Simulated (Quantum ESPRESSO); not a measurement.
# AgRh (P-6m2) in Quantum ESPRESSO: notebook

Runs on AgRh. Level: PBE. Tasks: Wannier functions.

Program: Quantum ESPRESSO 7.5. These are calculated values, not measurements. Logs are shortened: lines on timing, memory, paths and dates and some standing lists are left out, and cuts for length are marked.

### 1 The crystal as given

The structure is hexagonal, space group P-6m2 (No. 187). Conventional cell: a = 2.778 Å, b = 2.778 Å, c = 4.809 Å, α = 90.00°, β = 90.00°, γ = 120.00°. Ag (site symmetry -6m2) is surrounded by 6 Ag at 2.78 Å and 6 Rh at 2.89 Å. Around Rh (site symmetry -6m2) lie 6 Rh at 2.78 Å and 6 Ag at 2.89 Å.

The cell comes from a database or a generator and needn't be the stable form of this composition.

### 2 Wannier functions, PBE

Contents of pw.in:

```
&CONTROL
  calculation = 'scf'
  prefix = 'pwscf'
  outdir = './tmp'
  pseudo_dir = './pseudo'
  tprnfor = .true.
  tstress = .true.
  disk_io = 'low'
/
&SYSTEM
  ibrav = 0
  celldm(1) = 8
  nat = 2
  ntyp = 2
  ecutwfc = 56
  ecutrho = 448
  nbnd = 25
  occupations = 'smearing'
  smearing = 'fd'
  degauss = 0.00367493
/
&ELECTRONS
  conv_thr = 4d-10
  electron_maxstep = 120
  mixing_beta = 0.5
/
ATOMIC_SPECIES
Ag   107.8682 ag_pbe_v1.4.uspp.F.UPF
Rh   102.9055 rh_pbe_v1.4.uspp.F.UPF
CELL_PARAMETERS alat
  0.6561101230768   0.0000000000000   0.0000000000000
 -0.3280550615384   0.5682080342697   0.0000000000000
  0.0000000000000   0.0000000000000   1.1358676027910
ATOMIC_POSITIONS crystal
Ag     0.0000000000    0.0000000000    0.5000000000
Rh     0.6666666667    0.3333333333    0.0000000000
K_POINTS automatic
9 9 5 0 0 0
```

Contents of nscf.in:

```
&CONTROL
  calculation = 'nscf'
  prefix = 'pwscf'
  outdir = './tmp'
  pseudo_dir = './pseudo'
  disk_io = 'low'
/
&SYSTEM
  ibrav = 0
  celldm(1) = 8
  nat = 2
  ntyp = 2
  ecutwfc = 56
  ecutrho = 448
  nbnd = 36
  occupations = 'smearing'
  smearing = 'fd'
  degauss = 0.00367493
  nosym = .true.
  noinv = .true.
/
&ELECTRONS
  conv_thr = 1d-09
  electron_maxstep = 120
  mixing_beta = 0.5
  diago_full_acc = .true.
  startingwfc = 'random'
/
ATOMIC_SPECIES
Ag   107.8682 ag_pbe_v1.4.uspp.F.UPF
Rh   102.9055 rh_pbe_v1.4.uspp.F.UPF
CELL_PARAMETERS alat
  0.6561101230768   0.0000000000000   0.0000000000000
 -0.3280550615384   0.5682080342697   0.0000000000000
  0.0000000000000   0.0000000000000   1.1358676027910
ATOMIC_POSITIONS crystal
Ag     0.0000000000    0.0000000000    0.5000000000
Rh     0.6666666667    0.3333333333    0.0000000000
K_POINTS crystal
196
  0.00000000   0.00000000   0.00000000 5.10204082e-03
  0.00000000   0.00000000   0.25000000 5.10204082e-03
  0.00000000   0.00000000   0.50000000 5.10204082e-03
  0.00000000   0.00000000   0.75000000 5.10204082e-03
  0.00000000   0.14285714   0.00000000 5.10204082e-03
  0.00000000   0.14285714   0.25000000 5.10204082e-03
[... 188 lines left out ...]
  0.85714286   0.85714286   0.50000000 5.10204082e-03
  0.85714286   0.85714286   0.75000000 5.10204082e-03
```

Contents of pw2wan.in:

```
&INPUTPP
  prefix = 'pwscf'
  outdir = './tmp'
  seedname = 'w'
  write_mmn = .true.
  write_amn = .true.
/
```

Contents of bands.in:

```
&CONTROL
  calculation = 'bands'
  prefix = 'pwscf'
  outdir = './tmp'
  pseudo_dir = './pseudo'
  disk_io = 'low'
/
&SYSTEM
  ibrav = 0
  celldm(1) = 8
  nat = 2
  ntyp = 2
  ecutwfc = 56
  ecutrho = 448
  nbnd = 36
  occupations = 'smearing'
  smearing = 'fd'
  degauss = 0.00367493
/
&ELECTRONS
  conv_thr = 1d-08
  electron_maxstep = 120
  mixing_beta = 0.5
  diago_full_acc = .true.
  startingwfc = 'random'
/
ATOMIC_SPECIES
Ag   107.8682 ag_pbe_v1.4.uspp.F.UPF
Rh   102.9055 rh_pbe_v1.4.uspp.F.UPF
CELL_PARAMETERS alat
  0.6561101230768   0.0000000000000   0.0000000000000
 -0.3280550615384   0.5682080342697   0.0000000000000
  0.0000000000000   0.0000000000000   1.1358676027910
ATOMIC_POSITIONS crystal
Ag     0.0000000000    0.0000000000    0.5000000000
Rh     0.6666666667    0.3333333333    0.0000000000
K_POINTS crystal
66
  0.00000000   0.00000000   0.00000000 1
  0.05555600   0.00000000   0.00000000 1
  0.11111100   0.00000000   0.00000000 1
  0.16666700   0.00000000   0.00000000 1
  0.22222200   0.00000000   0.00000000 1
  0.27777800   0.00000000   0.00000000 1
[... 58 lines left out ...]
  0.33333300   0.33333300   0.40000000 1
  0.33333300   0.33333300   0.50000000 1
```

Contents of w.win:

```
num_wann = 18
num_bands = 29
guiding_centres = true
dis_froz_max = 18.69
dis_num_iter = 600
dis_mix_ratio = 0.5
dis_conv_tol = 1.0d-9
num_iter = 1200
search_shells = 100
kmesh_tol = 1.0d-4
conv_tol = 1.0d-8
conv_window = 4
num_print_cycles = 200
fermi_energy = 17.6874
bands_plot = true
write_hr = true
mp_grid = 7 7 4
exclude_bands = 1-7
begin projections
Ag: s;p;d
Rh: s;p;d
end projections
begin unit_cell_cart
ang
  2.7775881998   0.0000000000   0.0000000000
 -1.3887940999   2.4054619423   0.0000000000
  0.0000000000   0.0000000000   4.8086020000
end unit_cell_cart
begin atoms_frac
Ag   0.0000000000   0.0000000000   0.5000000000
Rh   0.6666666667   0.3333333333   0.0000000000
end atoms_frac
begin kpoint_path
G   0.0000000000   0.0000000000   0.0000000000  M   0.5000000000   0.0000000000   0.0000000000
M   0.5000000000   0.0000000000   0.0000000000  K   0.3333333333   0.3333333333   0.0000000000
K   0.3333333333   0.3333333333   0.0000000000  G   0.0000000000   0.0000000000   0.0000000000
G   0.0000000000   0.0000000000   0.0000000000  A   0.0000000000   0.0000000000   0.5000000000
A   0.0000000000   0.0000000000   0.5000000000  L   0.5000000000   0.0000000000   0.5000000000
L   0.5000000000   0.0000000000   0.5000000000  H   0.3333333333   0.3333333333   0.5000000000
H   0.3333333333   0.3333333333   0.5000000000  A   0.0000000000   0.0000000000   0.5000000000
L   0.5000000000   0.0000000000   0.5000000000  M   0.5000000000   0.0000000000   0.0000000000
K   0.3333333333   0.3333333333   0.0000000000  H   0.3333333333   0.3333333333   0.5000000000
end kpoint_path
bands_num_points = 9
begin kpoints
  0.00000000   0.00000000   0.00000000
  0.00000000   0.00000000   0.25000000
  0.00000000   0.00000000   0.50000000
  0.00000000   0.00000000   0.75000000
  0.00000000   0.14285714   0.00000000
  0.00000000   0.14285714   0.25000000
[... 188 lines left out ...]
  0.85714286   0.85714286   0.50000000
  0.85714286   0.85714286   0.75000000
end kpoints
```

Potentials or basis: GBRV 1.5 PBE.

Command:

```sh
OMP_NUM_THREADS=1 pw.x -in pw.in > pw.out
OMP_NUM_THREADS=1 pw.x -in nscf.in > nscf.out
wannier90.x -pp w
OMP_NUM_THREADS=1 pw2wannier90.x -in pw2wan.in > pw2wan.out
wannier90.x w
OMP_NUM_THREADS=1 pw.x -in bands.in > bands.out
```

pw.out:

```text
This program is part of the open-source Quantum ESPRESSO suite
     for quantum simulation of materials; please cite
[... 9 lines left out ...]
     --------------------
     sticks:   dense  smooth     PW     G-vecs:    dense   smooth      PW
     Sum         847     433    127                34759    12235    2071

     Using Slab Decomposition

     bravais-lattice index     =            0
     lattice parameter (alat)  =       8.0000  a.u.
     unit-cell volume          =     216.8112 (a.u.)^3
     number of atoms/cell      =            2
     number of atomic types    =            2
     number of electrons       =        34.00
     number of Kohn-Sham states=           25
     kinetic-energy cutoff     =      56.0000  Ry
     charge density cutoff     =     448.0000  Ry
     scf convergence threshold =      4.0E-10
     mixing beta               =       0.5000
     number of iterations used =            8  plain     mixing
     Exchange-correlation=  SLA  PW   PBX  PBC
                           (   1   4   3   4   0   0   0)

     celldm(1)=   8.000000  celldm(2)=   0.000000  celldm(3)=   0.000000
     celldm(4)=   0.000000  celldm(5)=   0.000000  celldm(6)=   0.000000

     crystal axes: (cart. coord. in units of alat)
               a(1) = (   0.656110   0.000000   0.000000 )
               a(2) = (  -0.328055   0.568208   0.000000 )
               a(3) = (   0.000000   0.000000   1.135868 )

     reciprocal axes: (cart. coord. in units 2 pi/alat)
               b(1) = (  1.524134  0.879959 -0.000000 )
               b(2) = (  0.000000  1.759919  0.000000 )
               b(3) = (  0.000000 -0.000000  0.880384 )

     PseudoPot. # 1 for Ag read from file:
     ag_pbe_v1.4.uspp.F.UPF
     Pseudo is Ultrasoft + core correction, Zval = 19.0
     Generated by new atomic code, or converted to UPF format
     Using radial grid of  887 points,  6 beta functions with:
                l(1) =   0
                l(2) =   0
                l(3) =   1
                l(4) =   1
                l(5) =   2
                l(6) =   2
     Q(r) pseudized with  6 coefficients,  rinner =    1.300   1.300   1.300
                                                       1.300   1.300

     PseudoPot. # 2 for Rh read from file:
     rh_pbe_v1.4.uspp.F.UPF
     Pseudo is Ultrasoft + core correction, Zval = 15.0
     Generated by new atomic code, or converted to UPF format
     Using radial grid of  969 points,  7 beta functions with:
                l(1) =   0
                l(2) =   0
                l(3) =   1
                l(4) =   1
                l(5) =   2
                l(6) =   2
                l(7) =   2
     Q(r) pseudized with  8 coefficients,  rinner =    1.200   1.200   1.200
                                                       1.200   1.200

     atomic species   valence    mass     pseudopotential
     Ag               19.00   107.86820     Ag( 1.00)
     Rh               15.00   102.90550     Rh( 1.00)

     12 Sym. Ops. (no inversion) found

   Cartesian axes

     site n.     atom                  positions (alat units)
         1        Ag     tau(   1) = (   0.0000000   0.0000000   0.5679338  )
         2        Rh     tau(   2) = (   0.3280551   0.1894027   0.0000000  )

     number of k points=    36  Fermi-Dirac smearing, width (Ry)=  0.0037
                       cart. coord. in units 2pi/alat
        k(    1) = (   0.0000000   0.0000000   0.0000000), wk =   0.0049383
        k(    2) = (   0.0000000   0.0000000   0.1760769), wk =   0.0098765
        k(    3) = (   0.0000000   0.0000000   0.3521537), wk =   0.0098765
        k(    4) = (   0.0000000   0.1955465   0.0000000), wk =   0.0296296
        k(    5) = (   0.0000000   0.1955465   0.1760769), wk =   0.0592593
        k(    6) = (   0.0000000   0.1955465   0.3521537), wk =   0.0592593
[... 28 lines left out ...]
        k(   35) = (   0.5080448   0.8799594   0.1760769), wk =   0.0197531
        k(   36) = (   0.5080448   0.8799594   0.3521537), wk =   0.0197531

     Dense  grid:    34759 G-vectors     FFT dimensions: (  36,  36,  64)

     Smooth grid:    12235 G-vectors     FFT dimensions: (  25,  25,  45)

     Initial potential from superposition of free atoms

     starting charge      32.9999, renormalised to      34.0000

     negative rho (up, down):  5.636E-02 0.000E+00
     Starting wfcs are   25 randomized atomic wfcs

     Self-consistent Calculation

     iteration #  1     ecut=    56.00 Ry     beta= 0.50
     Davidson diagonalization with overlap
     ethr =  1.00E-02,  avg # of iterations =  5.1

     negative rho (up, down):  5.416E-02 0.000E+00

     total energy              =    -463.23519276 Ry
     estimated scf accuracy    <       6.24502096 Ry

     iteration #  2     ecut=    56.00 Ry     beta= 0.50
     Davidson diagonalization with overlap
     ethr =  1.00E-02,  avg # of iterations =  2.5

     negative rho (up, down):  5.805E-02 0.000E+00

     total energy              =    -464.13650481 Ry
     estimated scf accuracy    <      23.03490243 Ry

     iteration #  3     ecut=    56.00 Ry     beta= 0.50
     Davidson diagonalization with overlap
     ethr =  1.00E-02,  avg # of iterations =  2.1

     negative rho (up, down):  5.715E-02 0.000E+00

     total energy              =    -466.75739416 Ry
     estimated scf accuracy    <       0.59787161 Ry

     iteration #  4     ecut=    56.00 Ry     beta= 0.50
     Davidson diagonalization with overlap
     ethr =  1.76E-03,  avg # of iterations =  2.1
[... 64 lines left out ...]
     negative rho (up, down):  5.689E-02 0.000E+00

     total energy              =    -466.78759763 Ry
     estimated scf accuracy    <       0.00000003 Ry

     iteration # 12     ecut=    56.00 Ry     beta= 0.50
     Davidson diagonalization with overlap
     ethr =  9.82E-11,  avg # of iterations =  1.3

     negative rho (up, down):  5.689E-02 0.000E+00

     total energy              =    -466.78759764 Ry
     estimated scf accuracy    <          1.4E-09 Ry

     iteration # 13     ecut=    56.00 Ry     beta= 0.50
     Davidson diagonalization with overlap
     ethr =  4.10E-12,  avg # of iterations =  2.1

     negative rho (up, down):  5.689E-02 0.000E+00

     End of self-consistent calculation

          k = 0.0000 0.0000 0.0000 (  1581 PWs)   bands (ev):

   -73.8807 -37.3356 -37.2619 -37.2619 -28.0860 -28.0860 -27.9356  10.4819
    11.9326  13.4351  13.4351  14.4191  14.6097  14.6097  15.7667  15.7667
    17.7785  17.7785  17.8366  22.9926  34.6263  35.2208  36.8580  39.1084
    39.1084

          k = 0.0000 0.0000 0.1761 (  1546 PWs)   bands (ev):

   -73.8806 -37.3352 -37.2618 -37.2618 -28.0860 -28.0860 -27.9366  10.7558
    12.0010  13.4224  13.4224  14.2947  14.5769  14.5769  15.8356  15.8356
    16.6842  17.7681  17.7681  24.7024  33.7076  35.2675  36.3834  38.8744
    38.8744

          k = 0.0000 0.0000 0.3522 (  1534 PWs)   bands (ev):

   -73.8806 -37.3346 -37.2618 -37.2618 -28.0861 -28.0861 -27.9383  11.3101
    12.2663  13.4035  13.4035  13.7961  14.5239  14.5239  15.3759  15.9501
    15.9501  17.7456  17.7456  27.9183  31.4326  34.8635  35.5463  38.8118
    38.8118

          k = 0.0000 0.1955 0.0000 (  1551 PWs)   bands (ev):

   -73.8783 -37.3326 -37.2849 -37.2676 -28.1336 -28.0975 -27.9294  10.8673
    12.1568  13.2949  13.6442  14.2557  14.5393  14.6317  15.6112  16.0426
    16.6104  17.7528  19.5239  23.0233  34.1870  35.7370  36.0179  36.9921
    38.3560

          k = 0.0000 0.1955 0.1761 (  1539 PWs)   bands (ev):
[... 202 lines left out ...]
          k = 0.5080 0.8800 0.0000 (  1506 PWs)   bands (ev):

   -73.8576 -37.3999 -37.3994 -37.3072 -28.3669 -28.3655 -27.8760  12.7037
    13.0843  13.3196  13.3516  13.5048  15.4490  15.7120  16.2776  16.7179
    17.1415  22.8818  23.0745  23.3070  29.0419  29.5611  29.8388  30.4447
    30.5351

          k = 0.5080 0.8800 0.1761 (  1533 PWs)   bands (ev):

   -73.8576 -37.4000 -37.3994 -37.3074 -28.3666 -28.3655 -27.8758  12.8225
    12.9838  13.3527  13.3632  13.4483  15.4256  15.6962  16.3640  16.4212
    17.3243  23.2714  23.3824  23.3880  27.8060  27.8920  27.9920  32.7113
    32.7605

          k = 0.5080 0.8800 0.3522 (  1527 PWs)   bands (ev):

   -73.8576 -37.4001 -37.3994 -37.3075 -28.3662 -28.3657 -27.8754  12.8595
    13.0725  13.3259  13.3606  13.4020  15.4052  15.6815  15.9379  16.4800
    17.6329  23.1924  24.2366  24.5208  26.0511  26.4792  26.6055  34.9937
    35.4117

     the Fermi energy is    17.6874 ev

!    total energy              =    -466.78759763 Ry
     estimated scf accuracy    <          2.0E-10 Ry
     smearing contrib. (-TS)   =      -0.00213090 Ry
     internal energy E=F+TS    =    -466.78546673 Ry

     The total energy is F=E-TS. E is the sum of the following terms:
     one-electron contribution =    -157.37848339 Ry
     hartree contribution      =     101.04249389 Ry
     xc contribution           =     -58.89454744 Ry
     ewald contribution        =    -351.55492980 Ry

     convergence has been achieved in  13 iterations

     negative rho (up, down):  5.689E-02 0.000E+00

     Forces acting on atoms (cartesian axes, Ry/au):

     atom    1 type  1   force =     0.00000000    0.00000000    0.00000000
     atom    2 type  2   force =     0.00000000    0.00000000    0.00000000

     Total force =     0.000000     Total SCF correction =     0.000000

     Computing stress (Cartesian axis) and pressure

     negative rho (up, down):  5.689E-02 0.000E+00
          total   stress  (Ry/bohr**3)                   (kbar)     P=      -22.66
  -0.00015566   0.00000000   0.00000000          -22.90        0.00        0.00
  -0.00000000  -0.00015566  -0.00000000           -0.00      -22.90       -0.00
   0.00000000   0.00000000  -0.00015088            0.00        0.00      -22.19

=------------------------------------------------------------------------------=
   JOB DONE.
=------------------------------------------------------------------------------=
```

Wall time 7.1 min (1 thread of Arm Neoverse V2, shared host); peak memory 0.22 GiB.

What came out:

| Quantity | Value |
| --- | --- |
| Free energy | -6350.9688 eV |
| Pressure | -2.3 GPa |
| Band gap on the k mesh | none (metal or under the smearing width) |
| Total Wannier spread | 27.20 Å² over 18 functions |
| RMS miss of the Wannier bands | 0.023 eV |

Levels at the corners of the path, in eV from the Fermi level:
```
point  band 13  band 14  band 15  band 16  band 17  band 18  band 19  band 20  band 21  band 22
    Γ    -3.08    -3.08    -1.92    -1.92     0.09     0.09     0.15     5.31    16.94    17.53
    M    -2.70    -2.18    -1.61    -0.13     0.97     1.81     3.96     8.39     8.67    11.64
    K    -2.24    -1.98    -1.41    -0.97    -0.55     5.19     5.39     5.62    11.35    11.87
    Γ    -3.08    -3.08    -1.92    -1.92     0.09     0.09     0.15     5.31    16.94    17.53
    A    -3.17    -3.17    -2.47    -1.72    -1.72     0.05     0.05    11.56    12.52    17.14
    L    -2.19    -1.75    -0.62    -0.19     0.98     1.72     2.40     6.47     7.84    14.75
    H    -2.28    -2.00    -1.84    -1.19     0.00     5.49     6.89     7.20     7.90     8.38
    A    -3.17    -3.17    -2.47    -1.72    -1.72     0.05     0.05    11.56    12.52    17.14
    L    -2.19    -1.75    -0.62    -0.19     0.98     1.72     2.40     6.47     7.84    14.75
    M    -2.70    -2.18    -1.61    -0.13     0.97     1.81     3.96     8.39     8.67    11.64
    K    -2.24    -1.98    -1.41    -0.97    -0.55     5.19     5.39     5.62    11.35    11.87
    H    -2.28    -2.00    -1.84    -1.19     0.00     5.49     6.89     7.20     7.90     8.38
```

Wannier functions:
| function | nearest atom | distance (Å) | spread (Å²) | on-site energy from the reference level (eV) |
| --- | --- | --- | --- | --- |
| 1 | 1 Ag | 0.09 | 1.93 | 3.65 |
| 2 | 1 Ag | 0.10 | 2.25 | 11.96 |
| 3 | 1 Ag | 0.24 | 2.92 | 12.59 |
| 4 | 1 Ag | 0.28 | 2.89 | 12.50 |
| 5 | 1 Ag | 0.00 | 0.62 | -3.40 |
| 6 | 1 Ag | 0.00 | 0.62 | -3.47 |
| 7 | 1 Ag | 0.01 | 0.63 | -3.51 |
| 8 | 1 Ag | 0.01 | 0.57 | -3.30 |
| 9 | 1 Ag | 0.01 | 0.57 | -3.31 |
| 10 | 2 Rh | 0.20 | 2.05 | 4.99 |
| 11 | 2 Rh | 0.11 | 2.41 | 12.40 |
| 12 | 2 Rh | 0.26 | 3.13 | 13.43 |
| 13 | 2 Rh | 0.58 | 2.96 | 13.48 |
| 14 | 2 Rh | 0.01 | 0.76 | -0.58 |
| 15 | 2 Rh | 0.01 | 0.78 | -0.85 |
| 16 | 2 Rh | 0.00 | 0.77 | -0.80 |
| 17 | 2 Rh | 0.02 | 0.66 | -0.52 |
| 18 | 2 Rh | 0.01 | 0.66 | -0.51 |

Parts of the spread (Å²): invariant 15.05, diagonal 0.312, off-diagonal 11.83, total 27.20. Against the direct bands the interpolation misses by 23 meV (root mean square) and 199 meV at most, for states up to 1 eV over the reference level.

Caveat: the Wannier minimisation didn't converge.

(Continued in part 2 of 2.)
